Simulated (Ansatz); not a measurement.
A nudged elastic band was laid between two geometries of a periodic cell of 17 atoms, Li16H (host Li, host structure bcc, interstitial H).

Computed with DFT PBE-D3(BJ), scalar-relativistic, plane waves, PAW (Ansatz). Settings: cutoff 420 eV, k mesh 4x4x4, gaussian smearing 0.1 eV, no spin polarisation.

```
movable images  : 5
climbing image  : yes
spring          : 2.0 eV/Å²
optimiser       : quadratic models (default)
start path      : straight line
force threshold : 0.05 eV/Å
iteration limit : 46
end points      : relaxed
```

First end point:

```xyz
17
Lattice="6.9800 0.0000 0.0000 0.0000 6.9800 0.0000 0.0000 0.0000 6.9800" Properties=species:S:1:pos:R:3
Li 0.142 0.002 -0.101
Li 3.473 0.004 0.205
Li -0.114 3.492 -0.076
Li 0.142 0.002 3.590
Li 1.593 1.853 1.745
Li 3.554 3.496 0.074
Li 3.474 0.005 3.285
Li 5.260 1.571 1.746
Li -0.114 3.492 3.566
Li 1.594 5.126 1.745
Li 1.869 1.796 5.235
Li 3.554 3.496 3.416
Li 5.264 5.408 1.746
Li 5.158 1.666 5.236
Li 1.871 5.189 5.235
Li 5.161 5.313 5.236
H 4.393 -0.006 1.744
```

Last end point:

```xyz
17
Lattice="6.9800 0.0000 0.0000 0.0000 6.9800 0.0000 0.0000 0.0000 6.9800" Properties=species:S:1:pos:R:3
Li 0.099 0.000 -0.140
Li 3.391 0.000 -0.140
Li 0.080 3.490 0.111
Li -0.208 0.000 3.504
Li 1.747 1.667 1.821
Li 3.412 3.490 0.111
Li 3.699 0.000 3.504
Li 5.236 1.577 1.717
Li -0.072 3.490 3.428
Li 1.747 5.313 1.822
Li 1.746 1.789 5.110
Li 3.562 3.490 3.428
Li 5.236 5.403 1.718
Li 5.236 1.854 5.387
Li 1.746 5.191 5.110
Li 5.236 5.126 5.387
H 5.233 0.000 2.578
```

Question: Which bonds break or form, and what moves?

Answer: The atom that moves furthest is H17, by 1.18 Å; four of its nearest neighbours are Li13 1.79, Li2 1.79, Li7 1.79, Li8 1.80 Å at the first end and Li7 1.79, Li4 1.80, Li8 1.80, Li13 1.80 Å at the last.

Question: Give the energies along the band, and the barrier.

Answer: It converged. The highest image is number 2 of 0 to 6, 0.005 eV above the ends, which have the same energy within 2 meV. Beside the main top the profile has a ripple of under 15 meV (maxima at images 2, 5), which may be a very shallow well or noise. The top lies less than 8 meV above the higher end, about what the thresholds resolve: the motion is nearly free. By the program's own check the climbing image is of a kind that is not told: the force calls were inconclusive, a negative curvature could not be distinguished from the path's own, the only one lies far off the path, or fixed occupations may fill a level only in part (lowest curvatures found: -0.10 and 0.12 eV/Å²). Limits of this set-up: coarse k mesh, odd electron count without spin, a small cell, in which the defect meets its images, a typed lattice constant that wasn't relaxed here.

```json
{"image": "0", "path coordinate (Å)": "0.00", "energy (eV)": "0.000", "Li2–H17 (Å)": "1.79", "Li4–H17 (Å)": "3.30"}
{"image": "1", "path coordinate (Å)": "0.38", "energy (eV)": "0.005", "Li2–H17 (Å)": "1.84", "Li4–H17 (Å)": "3.02"}
{"image": "2", "path coordinate (Å)": "0.76", "energy (eV)": "0.005", "Li2–H17 (Å)": "1.92", "Li4–H17 (Å)": "2.75"}
{"image": "3", "path coordinate (Å)": "1.17", "energy (eV)": "0.001", "Li2–H17 (Å)": "2.18", "Li4–H17 (Å)": "2.21"}
{"image": "4", "path coordinate (Å)": "1.58", "energy (eV)": "0.004", "Li2–H17 (Å)": "2.67", "Li4–H17 (Å)": "1.93"}
{"image": "5", "path coordinate (Å)": "2.00", "energy (eV)": "0.005", "Li2–H17 (Å)": "3.00", "Li4–H17 (Å)": "1.85"}
{"image": "6", "path coordinate (Å)": "2.41", "energy (eV)": "0.000", "Li2–H17 (Å)": "3.28", "Li4–H17 (Å)": "1.80"}
```

Question: What is the geometry of the highest image?

Answer: 
```xyz
17
Lattice="6.9800 0.0000 0.0000 0.0000 6.9800 0.0000 0.0000 0.0000 6.9800" Properties=species:S:1:pos:R:3
Li -0.022 0.001 0.025
Li 3.589 0.004 0.253
Li 0.019 3.491 -0.090
Li -0.066 0.001 3.494
Li 1.651 1.814 1.783
Li 3.414 3.493 0.004
Li 3.628 0.004 3.264
Li 5.239 1.801 1.750
Li -0.014 3.491 3.615
Li 1.652 5.168 1.783
Li 1.829 1.623 5.230
Li 3.452 3.493 3.518
Li 5.244 5.174 1.750
Li 5.166 1.751 5.268
Li 1.830 5.361 5.230
Li 5.166 5.231 5.268
H 4.782 -0.004 1.760
```

Time of the run: 21 min on 2 threads of Arm Neoverse V1, with other jobs on the host, peak memory 2.2 GiB.
